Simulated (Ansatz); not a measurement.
# ClFH4O3W: molecular dynamics

Purpose: to follow the molecule's vibrations and see whether its bonds hold. The start is relaxed first. Runs: 500 steps of 0.5 fs under a Langevin thermostat, set from 2000 K to 10 K by a schedule.

All numbers below are computed with Ansatz 0.2.0 (RKS PBE/def2-SVP).

### 1 The starting structure

Bond lengths: W1–F2 1.850 Å, W1–O3 1.940 Å, O3–H4 1.010 Å, W1–H5 1.720 Å, W1–O6 1.940 Å, O6–H7 1.010 Å, W1–O8 1.940 Å, O8–H9 1.010 Å, W1–Cl10 2.390 Å. Angles (14 of 18 angles, heavy atoms first): F2–W1–O3 90.0°, F2–W1–O6 90.0°, F2–W1–O8 90.0°, F2–W1–Cl10 180.0°, O3–W1–O6 180.0°, O3–W1–O8 90.0°, O3–W1–Cl10 90.0°, O6–W1–O8 90.0°, O6–W1–Cl10 90.0°, O8–W1–Cl10 90.0°, F2–W1–H5 90.0°, O3–W1–H5 90.0°, H5–W1–O6 90.0°, H5–W1–O8 180.0°.

Structure file:

```xyz
10

W     0.0000    0.0000    0.0000
F     0.0000    0.0000    1.8500
O     1.9400    0.0000    0.0000
H     2.2771   -0.9519   -0.0197
H     0.0000    1.7200    0.0000
O    -1.9400    0.0000    0.0000
H    -2.2771   -0.1263    0.9437
O     0.0000   -1.9400    0.0000
H     0.3816   -2.2771    0.8723
Cl    0.0000    0.0000   -2.3900
```

### 2 Relaxing the start

Input file input.yaml:

```yaml
crystal:
  periodic: [false, false, false]
  atoms:
    - { symbol: W, position_ang: [0.0, 0.0, 0.0] }
    - { symbol: F, position_ang: [0.0, 0.0, 1.85] }
    - { symbol: O, position_ang: [1.94, 0.0, 0.0] }
    - { symbol: H, position_ang: [2.2771, -0.9519, -0.0197] }
    - { symbol: H, position_ang: [0.0, 1.72, 0.0] }
    - { symbol: O, position_ang: [-1.94, 0.0, 0.0] }
    - { symbol: H, position_ang: [-2.2771, -0.1263, 0.9437] }
    - { symbol: O, position_ang: [0.0, -1.94, 0.0] }
    - { symbol: H, position_ang: [0.3816, -2.2771, 0.8723] }
    - { symbol: Cl, position_ang: [0.0, 0.0, -2.39] }
basis:
  gaussian: { orbitals: def2-SVP }
hamiltonian:
  xc: pbe
relax:
  f_tol: 0.02
  max_steps: 40
```

Run with:

```
$ ansatz run input.yaml --threads 4 --pin off --max-ram 5120MiB --backend cpu --events-out ev --progress --plain --runs-dir out
```

Further steps of the session: Dynamics.

What does the calculation give? Wanted: relaxation of the start; temperature, first and last step; temperature, second half; potential energy, second half; bonds formed or broken; pieces by a distance rule, start and end.

As calculated:

| quantity | value |
| --- | --- |
| relaxation of the start | 24 moves, 1.314 eV lower |
| length | 500 steps of 0.5 fs |
| temperature, first and last step | 1800 and 506 K |
| temperature, second half | mean 1255 K, from 282 to 2664 K |
| potential energy, second half | +98 meV/atom from the start |
| bonds formed or broken | 3 |
| pieces by a distance rule, start and end | ClFH4O3W → FH3O3W + ClH |

**Reading.** Under a schedule from 2000 to 10 K over 250 fs, the atoms average 509 K over the last tenth of the run. Such a rate, of order 10^16 K/s, is far beyond any furnace or quench, and the atoms lag the set-point. The bonding pattern changes, first at 88.5 fs: O6–H7 breaks. By that distance rule the pieces at the end are FH3O3W + ClH; a long dative bond can count as broken. Averages from a run of 250 fs with 10 atoms are rough. The nuclei move classically, without zero-point motion, which matters most for hydrogen.
